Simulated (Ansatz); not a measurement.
# C₄H₄Se: one species, many methods

Aim: compute C₄H₄Se with functionals from several rungs and with coupled cluster. The yardstick is the atomisation energy at the CCSD(T) limit.

Program: Ansatz 0.2.0, Gaussian basis. Level of theory: functionals in def2-TZVPP, the program's frozen cores in correlated methods. These are calculated values, not measurements.

Levels to be run: LDA (SPW92), PBE-D4, revPBE-D4, BLYP-D4, r2SCAN-D4, B97M-V, PBE0-D4, B3LYP-D4, r2SCANh-D4, r2SCAN0-D4, HSE06-D4, BHLYP-D4, CAM-B3LYP-D4, LC-ωPBE, ωB97X-V, ωB97M-V, B2PLYP, PBE-QIDH; CCSD(T)/def2-SVP; CCSD(T)/def2-TZVPP; MP2/def2-QZVPP; extrapolation to the limit; RPA on PBE.

### Step 1. The relaxed structure

An earlier PBE0-D4 in a triple-zeta def2 set relaxation fixed the geometry.

SMILES `c1cc[se]c1`, 9 atoms, charge 0, spin multiplicity 1.

Atoms are counted from 1 here; the program's logs count them from 0.

Bond lengths: C1–C2 1.423 Å, C1–C5 1.357 Å, C1–H6 1.083 Å, C2–C3 1.357 Å, C2–H7 1.083 Å, C3–Se4 1.851 Å, C3–H8 1.079 Å, Se4–C5 1.851 Å, C5–H9 1.079 Å. Angles: C2–C1–C5 114.8°, C2–C1–H6 122.8°, C5–C1–H6 122.4°, C1–C2–C3 114.8°, C1–C2–H7 122.8°, C3–C2–H7 122.4°, C2–C3–Se4 111.4°, C2–C3–H8 127.7°, Se4–C3–H8 120.9°, C3–Se4–C5 87.6°, C1–C5–Se4 111.4°, C1–C5–H9 127.7°, Se4–C5–H9 120.9°.

### Step 2. LDA

This LDA is Slater exchange with PW92 correlation.

File in.yaml:

```yaml
crystal:
  periodic: [false, false, false]
  atoms:
    - {symbol: C, position_ang: [0.171683, 0.961230, 0.118320]}
    - {symbol: C, position_ang: [0.974192, -0.194328, -0.095643]}
    - {symbol: C, position_ang: [0.280888, -1.356105, -0.205394]}
    - {symbol: Se, position_ang: [-1.540768, -1.075159, -0.038945]}
    - {symbol: C, position_ang: [-1.163237, 0.723316, 0.180199]}
    - {symbol: H, position_ang: [0.589886, 1.954772, 0.224683]}
    - {symbol: H, position_ang: [2.054355, -0.153958, -0.165998]}
    - {symbol: H, position_ang: [0.676167, -2.347105, -0.368305]}
    - {symbol: H, position_ang: [-1.954567, 1.440939, 0.334085]}
basis:
  gaussian: {orbitals: def2-TZVPP}
hamiltonian: {xc: lda}
output: {orbitals: {seedname: orbitals}}
```

Command:

```
$ ansatz run in.yaml --threads 4 --pin off --events-out ev --progress --plain --max-ram 10444MiB
```

The runs that follow: PBE-D4 (GGA); revPBE-D4 (GGA); BLYP-D4 (GGA); r2SCAN-D4 (meta-GGA); B97M-V (meta-GGA); B3LYP-D4 (hybrid); r2SCANh-D4 (hybrid); r2SCAN0-D4 (hybrid); HSE06-D4 (hybrid); BHLYP-D4 (hybrid); CAM-B3LYP-D4 (range-separated); LC-ωPBE (range-separated); ωB97X-V (range-separated); ωB97M-V (range-separated); B2PLYP (double hybrid); PBE-QIDH (double hybrid); CCSD(T) in def2-SVP; CCSD(T) in def2-TZVPP; MP2 in def2-QZVPP; RPA on PBE orbitals.

Before running them: what should the planned runs give, taken together? Wanted: atomisation energy, CCSD(T)/CBS; farthest beyond LDA; mean size of error, GGA; mean size of error, meta-GGA; mean size of error, hybrid; mean size of error, range-separated; mean size of error, double hybrid; gap, smallest and largest; T1 diagnostic.

As calculated:

| quantity | value |
| --- | --- |
| atomisation energy, CCSD(T)/CBS | 941.2 kcal/mol |
| functionals within 9.4 kcal/mol (1.0 %) | BLYP-D4, r2SCAN-D4, B97M-V, B3LYP-D4, r2SCANh-D4, r2SCAN0-D4, CAM-B3LYP-D4, LC-ωPBE, ωB97X-V, ωB97M-V, B2PLYP, PBE-QIDH |
| farthest beyond LDA | PBE-D4 (+38.9 kcal/mol) |
| mean size of error, GGA | 18.4 kcal/mol |
| mean size of error, meta-GGA | 6.8 kcal/mol |
| mean size of error, hybrid | 13.0 kcal/mol |
| mean size of error, range-separated | 0.6 kcal/mol |
| mean size of error, double hybrid | 6.5 kcal/mol |
| gap, smallest and largest | 4.39 eV (BLYP-D4), 10.90 eV (LC-ωPBE) |
| T1 diagnostic | 0.0121 |
| triples share of the correlation energy | 4.9 % |

In words: LDA overbinds by 157.3 kcal/mol (17 %). PBE-D4 misses by +38.9 kcal/mol. Double hybrids carry the basis error of their MP2 part in triple zeta, and no dispersion term here, so their miss is partly the set-up's. The rungs range-separated, double hybrid, meta-GGA miss on average by less than the doubt on the reference (9.4 kcal/mol), so they tie. Misses under about 9.4 kcal/mol are within the doubt on the reference itself, which lacks core-valence correlation, relativity and higher excitations, and its outer-core shells are covered unevenly. All levels share the lack of spin-orbit coupling, which lowers the free heavy atoms and so the true binding. Hartree-Fock recovers 72 % of the binding; the rest is correlation. CCSD(T) in def2-SVP is off by -44.1 kcal/mol, worse than the median functional, from the basis alone. Orbital gaps span 4.4 to 10.9 eV; exact exchange widens them. The restricted reference is unstable towards a spin-broken one. Correlated methods include outer-core shells of Se, which these sets cover unevenly.
